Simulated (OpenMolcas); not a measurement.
**Gd²⁺ among point charges: CASSCF levels and susceptibility**

Aim: the splitting of the states of Gd²⁺ in the field of 7 point charges, its lowest levels with spin-orbit coupling and its magnetic susceptibility.

The numbers are computed with OpenMolcas 26.06 (state-averaged CASSCF, spin-orbit coupling by RASSI with atomic mean-field integrals), except any that are marked as measured or tabulated.

## (1) The system

```
Species                           : Gd²⁺ (gadolinium, Z = 64, 62 electrons)
Basis                             : ANO-RCC-VDZP [7s6p4d2f1g], 68 functions
Scalar Hamiltonian                : DKH2, point nucleus
Inactive shells                   : 1s 2s 2p 3s 3p 3d 4s 4p 4d 5s 5p
Active space                      : 8 electrons in 7 orbitals (4f)
Some configurations of this space : 4f8
Orbitals                          : optimised for the highest spin of each parity, averaged over all roots
```

Outer shells as boxes (Hund's rule):

4f8
```
4f [↑↓][↑ ][↑ ][↑ ][↑ ][↑ ][↑ ]
```

The ion sits among 7 point charges of -1.5 e arranged as a pentagonal bipyramid (D5h), 2.85 Å from the ion, with the axial distance 3.164 Å.

Each step is its own input file, run in one work folder so that later steps find the files of earlier ones. Labels, J, g values, rates, χT and fits are worked out afterwards by a script from the matrices that RASSI stores.

## (2) One- and two-electron integrals

The input, a.inp:

```
&GATEWAY
Coord
1

Gd 0.0 0.0 0.0
Basis=ANO-RCC-VDZP
Group=NoSym
NoMove
AngMom=0.0 0.0 0.0
AMFI
XField
7 Angstrom 0
2.850000 0.000000 0.000000 -1.500000
0.880698 2.710511 0.000000 -1.500000
-2.305698 1.675188 0.000000 -1.500000
-2.305698 -1.675188 0.000000 -1.500000
0.880698 -2.710511 0.000000 -1.500000
0.000000 0.000000 3.163500 -1.500000
0.000000 0.000000 -3.163500 -1.500000
&SEWARD
```

On the command line:

```console
$ OMP_NUM_THREADS=1 MOLCAS_MEM=2252 MOLCAS_PROJECT=a pymolcas a.inp > a.log
```

## (3) Reference wave functions, septets, 7 roots

The input, a.inp:

```
&RASSCF
FileOrb=start.orb
Symmetry=1
Spin=7
nActEl=8 0 0
Inactive=27
Ras2=7
CIRoot=7 7 1
SDav=7
CIMx=300
Iter=120 100
PrWF=0.3
OrbListing=Nothing
MaxOrb=0
>>> COPY $Project.JobIph JOB001
```

start.orb holds the contracted functions of the basis, ordered by shell, or the orbitals of the step before.

## (4) CASSCF: quintets, 140 roots

The input, a.inp:

```
&RASSCF
FileOrb=start.orb
Symmetry=1
Spin=5
nActEl=8 0 0
Inactive=27
Ras2=7
CIRoot=140 140 1
SDav=140
CIMx=300
Iter=120 100
PrWF=0.3
OrbListing=Nothing
MaxOrb=0
CIOnly
>>> COPY $Project.JobIph JOB002
```

## (5) Reference wave functions, triplets, 162 roots

The input, a.inp:

```
&RASSCF
FileOrb=start.orb
Symmetry=1
Spin=3
nActEl=8 0 0
Inactive=27
Ras2=7
CIRoot=162 162 1
SDav=588
CIMx=300
Iter=120 100
PrWF=0.3
OrbListing=Nothing
MaxOrb=0
CIOnly
>>> COPY $Project.JobIph JOB003
```

## (6) RASSI: spin-orbit coupling between the states

The input, a.inp:

```
&RASSI
NrOfJobIphs=3 7 77 26
1 2 3 4 5 6 7
1 2 3 4 5 6 7 8 9 10 11 12 13 14 15 16 17 18 19 20 21 22 23 24 25 26 27
28 29 30 31 32 33 34 35 36 37 38 39 40 41 42 43 44 45 46 47 48 49 50 51
52 53 54 55 56 57 58 59 60 61 62 63 64 65 66 67 68 69 70 71 72 73 74 75
76 77
1 2 3 4 5 6 7 8 9 10 11 12 13 14 15 16 17 18 19 20 21 22 23 24 25 26
IphNames
JOB001
JOB002
JOB003
EJob
SpinOrbit
DIPRint=1.0
SOCoupling=1000.0
Subsets=2
Property=9
'ANGMOM' 1 'ANGMOM' 2 'ANGMOM' 3 'MLTPL  1' 1 'MLTPL  1' 2 'MLTPL  1' 3
'AMFI' 1 'AMFI' 2 'AMFI' 3
SOProperty=3
'ANGMOM' 1 'ANGMOM' 2 'ANGMOM' 3
```

Q: Predict the outcome of this session. Wanted: spin-free ground state; first state of the same spin within the active space; lowest level; next level.

As calculated:

| quantity | value |
| --- | --- |
| method | CASSCF |
| spin-free ground state | septet, 1-fold in its orbital part |
| first state of the same spin within the active space | septet at 14.5 cm⁻¹ |
| lowest level | 1-fold |
| next level | 12.2 cm⁻¹ |
| χT at 300 K | 11.71 cm³ K/mol |
| effective moment at 300 K | 9.68 μB |

**Reading.** The spin-free ground state (septet) comes to 100 % from free-ion F terms and keeps the highest spin of the shell. The quintets, triplets rest on orbitals optimised for another spin in at least one step, which raises them against the optimised states. Not all states of the active space went into the spin-orbit step. The free ion's ground configuration, as NIST lists it, lies outside this active space, so the lowest level here need not be the ground level. High states of lower spin are left out of the spin-orbit mixing, and CASSCF puts spin-flip levels too high. Point charges carry no covalency, so the field is a model and not that of real ligands.
